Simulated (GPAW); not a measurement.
**A GPAW job on C2H4AlN (SMILES C[C]1=[N][AlH]1)**

Aim: the charge distribution of C2H4AlN.

Program for the calculation: GPAW 26.7.0.

4 further runs of the same task are left out: 4 set aside as unsound or not needed.

**1. The structure to begin with**

The species is C2H4AlN (8 atoms), meant as a singlet with charge 0. As SMILES, `C[C]1=[N][AlH]1`. Geometry: a GFN2-xTB relaxation, a rough one for these elements and not checked as a minimum.

Bond lengths: C1–C2 1.494 Å, C2–N3 1.364 Å, C2–Al4 1.929 Å, N3–Al4 1.787 Å, C1–H5 1.089 Å, C1–H6 1.090 Å, C1–H7 1.090 Å, Al4–H8 1.534 Å. Some angles: C1–C2–N3 116.1°, C1–C2–Al4 179.1°, N3–C2–Al4 63.0°, C2–N3–Al4 74.1°, C2–Al4–N3 42.9°, C2–C1–H5 109.2°, C2–C1–H6 111.3°, C2–C1–H7 109.2°, C2–Al4–H8 150.5°, N3–Al4–H8 166.7°.

**2. The run**

The input, sp.py:

```python
import numpy as np
from ase import Atoms
from ase.units import Debye
from gpaw import GPAW

# Set up the molecule
atoms = Atoms(['C', 'C', 'N', 'Al', 'H', 'H', 'H', 'H'],
    positions=[[ -0.138260,   1.297570,  -0.280690],
               [ -0.041590,  -0.150820,   0.070860],
               [  1.032640,  -0.821510,  -0.435800],
               [  0.106950,  -2.023940,   0.508310],
               [ -0.138180,   1.888840,   0.634400],
               [  0.691310,   1.606740,  -0.917310],
               [ -1.082970,   1.479630,  -0.791960],
               [ -0.429910,  -3.276520,   1.212190]])
atoms.center(vacuum=4.5)

# Ground state
calculator = GPAW(mode='lcao',
                  basis='dzp',
                  h=0.2,
                  xc='RPBE',
                  nbands=9,
                  maxiter=66,
                  txt='-')
atoms.calc = calculator

energy = atoms.get_potential_energy()
print(f'Energy: {energy:.5f} eV')
forces = atoms.get_forces()
print('Forces (eV/Ang)')
for symbol, f in zip(atoms.symbols, forces):
    print(f'{symbol:2} {f[0]:9.4f} {f[1]:9.4f} {f[2]:9.4f}')
dipole = atoms.get_dipole_moment() / Debye
print(f'Dipole = {np.linalg.norm(dipole):.3f} D')
homo, lumo = calculator.get_homo_lumo()
print(f'HOMO = {homo:.3f} eV')
print(f'LUMO                    {lumo:.3f} eV')
print(f'Gap: {lumo - homo:.3f} eV')
```

The run is started by

```console
$ python3 -u sp.py | tee sp.out
```

The program printed:

```text
__  _  _
 | _ |_)|_||  |
 |__||  | ||/\| - 26.7.0

units:  Angstrom and eV
cores:  1
OpenMP: False

Versions:
  Python: 3.12.14
  ASE:    3.29.0
  Numpy:  2.5.5
  Scipy:  1.18.1
  Libxc:  7.0.0

        _gpaw.cpython-312-aarch64-linux-gnu.so

Input parameters:
  mode=LCAO(),
  basis={'default': 'dzp'},
  h=0.2,
  maxiter=66,
  nbands=9,
  xc=XC(name='RPBE')
ValueError: Too few bands!  Electrons: 20.0, bands: 9
```

Wall time 0.64 s (1 thread of Arm Neoverse V2, shared host); peak memory 0.1 GiB.

**3. What went wrong**

The program refused the input.

The telling line is `ValueError: Too few bands!  Electrons: 20.0, bands: 9`. What is wrong: too few bands are asked for. To mend it: number of bands at its default in place of 9.
